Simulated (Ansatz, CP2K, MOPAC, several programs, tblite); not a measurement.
# PbO2 (Plattnerite) from cheap methods to r2SCAN

How much accuracy does each second buy? PbO2 (Plattnerite) is computed with 9 methods of unlike cost, up to r2SCAN.

Method: no spin polarisation, static lattice; gaps from single points on the cell relaxed beforehand with r²SCAN, in MOPAC, tblite, CP2K, Ansatz (versions at each run).

## 1. The structure to begin with

It takes space group P4_2/mnm (No. 136, tetragonal). The conventional cell has a = 4.983 Å, b = 4.983 Å, c = 3.408 Å, α = 90.00°, β = 90.00°, γ = 90.00°. Pb (site symmetry mmm) has 6 O at 2.16 to 2.18 Å in its first shell of neighbours. O (site symmetry m2m) has 3 Pb at 2.16 to 2.18 Å in its first shell of neighbours.

As a file:

```
CELL_PARAMETERS angstrom
4.98275 0.00000 0.00000
0.00000 4.98275 0.00000
0.00000 0.00000 3.40804
ATOMIC_POSITIONS crystal
Pb 0.00000 0.00000 0.00000
Pb 0.50000 0.50000 0.50000
O 0.30722 0.30722 0.00000
O 0.19278 0.80722 0.50000
O 0.69278 0.69278 0.00000
O 0.80722 0.19278 0.50000
```

**Question.** The methods are PM6, PM7, GFN1-xTB (tblite), GFN2-xTB (tblite), PBE/DZVP, PBE/SZV, coarse PBE, PBE, r2SCAN. What gap does r2SCAN give on this cell, and which other methods (full PBE left aside) come nearest to r2SCAN and farthest in gap, volume and bulk modulus?

| quantity | value |
| --- | --- |
| r2SCAN | gap 0.07 eV, 14.10 Å³/atom, B₀ 152 GPa |
| gap: nearest and farthest of the other methods | PBE/DZVP, coarse PBE (about 0.02 eV off); PM7 (+2.96 eV) |
| volume: nearest and farthest of the other methods | PBE/DZVP (+5.2 %), GFN2-xTB (tblite) (+11.3 %) |
| bulk modulus: nearest and farthest of the other methods | GFN1-xTB (tblite) (-26 %), GFN2-xTB (tblite) (-68 %) |

**Reading.** For the gap (full PBE left aside), PBE/DZVP, coarse PBE tie for nearest to r2SCAN; PM7 is farthest. Among the 4 methods compared for the volume (full PBE left aside), PBE/DZVP is nearest to r2SCAN and GFN2-xTB (tblite) farthest. For the bulk modulus, of the 4 methods compared (full PBE left aside), GFN1-xTB (tblite) comes nearest to r2SCAN and GFN2-xTB (tblite) is farthest. A minimal basis or a coarse cutoff and mesh shifts results by its own error, so closeness to r2SCAN can be chance. Cluster runs see only the k-points that fold onto the zone centre, so their gaps can miss the band edges. No volume is given for PM6, PM7, coarse PBE, which can hide a larger miss. CPU times run from 1.6 s (coarse PBE) to 27 s (r2SCAN). r2SCAN is a yardstick, not the truth. Spin-orbit coupling is left out throughout, and with elements this heavy it can close so small a gap.
